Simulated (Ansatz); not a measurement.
# Cr: the cost of one run

Program: Ansatz 0.2.0. Level of theory: DFT PBE, with the methods named in each step. These are calculated values, not measurements.

## (1) The starting structure

The structure is cubic, space group Im-3m (No. 229). Conventional cell: a = 2.969 Å, b = 2.969 Å, c = 2.969 Å, α = 90.00°, β = 90.00°, γ = 90.00°. Cr (site symmetry m-3m) has 8 Cr at 2.57 Å as nearest neighbours.

Structure file:

```
CELL_PARAMETERS angstrom
2.96890 2.96890 0.00000
2.96890 0.00000 2.96890
2.96890 0.00000 -2.96890
ATOMIC_POSITIONS crystal
Cr 0.00000 0.00000 0.00000
Cr 0.00000 0.50000 0.50000
Cr 0.50000 0.25000 0.75000
Cr 0.50000 0.75000 0.25000
```

In patterns such as +-, the signs follow the magnetic atoms in the order of the input.

Atoms are numbered in the order of the input: Cr1, Cr2, Cr3, Cr4.

## (2) Parallel moments, PAW

input.yaml

```yaml
crystal:
  lattice:
    - [2.9688993551, 2.9688993551, 0.0]
    - [2.9688993551, 0.0, 2.9688993551]
    - [2.9688993551, 0.0, -2.9688993551]
  atoms:
    - { symbol: Cr, position: [0.0, 0.0, 0.0], spin: 3.0 }
    - { symbol: Cr, position: [0.0, 0.5, 0.5], spin: 3.0 }
    - { symbol: Cr, position: [0.5, 0.25, 0.75], spin: 3.0 }
    - { symbol: Cr, position: [0.5, 0.75, 0.25], spin: 3.0 }
magnetization:
  spin_polarized: true
kpoints:
  mp_grid: { grid: [10, 10, 10] }
scf:
  occupations: { method: fermi_dirac, width: 0.05 }
  lower_state_search: "off"
hamiltonian:
  xc: pbe
  pseudopotentials: { kind: paw }
output:
  forces: true
  stress: true
  eigenvalues: true
  populations: true
```

Launch:

```console
> ansatz run input.yaml --threads 2 --pin off --max-ram 6144MiB --backend cpu --events-out ev --progress --plain --runs-dir out
```

Q: Estimate wall time and peak memory on 2 threads of AMD EPYC 7B13 (Zen 3), shared host.

About 6.1 s, with a peak of 0.49 GiB.
